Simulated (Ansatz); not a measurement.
# GaH2Se radical (SMILES [GaH2][Se]): functionals against CCSD(T) at one geometry

The atoms stand at a structure displaced at random from a GFN2-xTB minimum. How far do the functionals agree with CCSD(T) there?

Program: Ansatz 0.2.0, Gaussian basis. Level of theory: single points in def2-TZVPP. These are calculated values, not measurements.

Correlated methods freeze the cores. Filled d shells of the heavier atoms are correlated. Orbitals are unrestricted. B3LYP uses VWN-RPA correlation.

### 1 The system as given

4 atoms, charge 0, spin multiplicity 2.

Atoms are counted from 1 here; the program's logs count them from 0.

Bond lengths: Ga1–Se2 2.306 Å, Ga1–H3 1.536 Å, Ga1–H4 1.588 Å. Angles: Se2–Ga1–H3 123.2°, Se2–Ga1–H4 117.4°, H3–Ga1–H4 119.2°.

Geometry (Å):

```xyz
4
GaH2Se
Ga   -0.18030    0.02550    0.01270
Se    1.96830   -0.28160    0.79060
H    -1.35880   -0.87310    0.41720
H    -0.40610    1.15400   -1.08200
```

### 2 CCSD(T)/def2-TZVPP

Contents of run/in.yaml:

```yaml
crystal:
  periodic: [false, false, false]
  atoms:
    - {symbol: Ga, position_ang: [-0.180300, 0.025500, 0.012700]}
    - {symbol: Se, position_ang: [1.968300, -0.281600, 0.790600]}
    - {symbol: H, position_ang: [-1.358800, -0.873100, 0.417200]}
    - {symbol: H, position_ang: [-0.406100, 1.154000, -1.082000]}
basis:
  gaussian: {orbitals: def2-TZVPP}
magnetization: {spin_polarized: true, initial_magnetization: 1}
correlation: {method: ccsd_t}
scf: {omitted_lower_state_checks: [cluster_reference]}
output: {forces: true}
```

The command line of these runs was not kept.

### 3 PBE0-D4/def2-TZVPP

Changes to run/in.yaml since step 2:

```diff
@@ -10,4 +10,3 @@
 magnetization: {spin_polarized: true, initial_magnetization: 1}
-correlation: {method: ccsd_t}
-scf: {omitted_lower_state_checks: [cluster_reference]}
-output: {forces: true}
+hamiltonian: {xc: pbe0, dispersion: d4}
+output: {forces: true, orbitals: {seedname: orbitals}}
```

### 4 wB97M-V/def2-TZVPP

Changes to run/in.yaml since step 3:

```diff
@@ -10,3 +10,3 @@
 magnetization: {spin_polarized: true, initial_magnetization: 1}
-hamiltonian: {xc: pbe0, dispersion: d4}
-output: {forces: true, orbitals: {seedname: orbitals}}
+hamiltonian: {xc: {name: wB97M-V}}
+output: {forces: true}
```

### 5 r2SCAN-D4/def2-TZVPP

Changes to run/in.yaml since step 4:

```diff
@@ -10,3 +10,3 @@
 magnetization: {spin_polarized: true, initial_magnetization: 1}
-hamiltonian: {xc: {name: wB97M-V}}
+hamiltonian: {xc: r2scan, dispersion: d4}
 output: {forces: true}
```

### 6 PBE-D4/def2-TZVPP

Changes to run/in.yaml since step 5:

```diff
@@ -10,3 +10,3 @@
 magnetization: {spin_polarized: true, initial_magnetization: 1}
-hamiltonian: {xc: r2scan, dispersion: d4}
+hamiltonian: {xc: pbe, dispersion: d4}
 output: {forces: true}
```

### 7 B3LYP-D4/def2-TZVPP

Changes to run/in.yaml since step 6:

```diff
@@ -10,3 +10,3 @@
 magnetization: {spin_polarized: true, initial_magnetization: 1}
-hamiltonian: {xc: pbe, dispersion: d4}
+hamiltonian: {xc: {name: B3LYP}, dispersion: d4}
 output: {forces: true}
```

### 8 LC-wPBE/def2-TZVPP

Changes to run/in.yaml since step 7:

```diff
@@ -10,3 +10,3 @@
 magnetization: {spin_polarized: true, initial_magnetization: 1}
-hamiltonian: {xc: {name: B3LYP}, dispersion: d4}
+hamiltonian: {xc: {name: LC-wPBE}}
 output: {forces: true}
```

(Steps that only read results are left out.)

**Question.** What will these runs give? Wanted: energy less free atoms, CCSD(T)/def2-TZVPP; RMS force component; RMS force error; HOMO and LUMO, PBE0-D4; T1 diagnostic.

**Answer**, as computed:

| quantity | value |
| --- | --- |
| energy less free atoms, CCSD(T)/def2-TZVPP | -8.315 eV |
| RMS force component | 0.246 to 0.306 eV/Å over the methods |
| RMS force error | PBE0-D4 0.071, wB97M-V 0.034, r2SCAN-D4 0.110, PBE-D4 0.145, B3LYP-D4 0.052, LC-wPBE 0.123 eV/Å |
| HOMO and LUMO, PBE0-D4 | -7.26 and -4.39 eV |
| T1 diagnostic | 0.013 |

In words: Against CCSD(T) the functionals' energies less atoms differ by -0.261 to +0.023 eV, PBE-D4 by -0.039 eV. A larger basis would deepen the CCSD(T) value, while the functionals are nearly converged already, so the order here is not reliable. The forces of wB97M-V come nearest to CCSD(T), those of PBE-D4 are farthest.
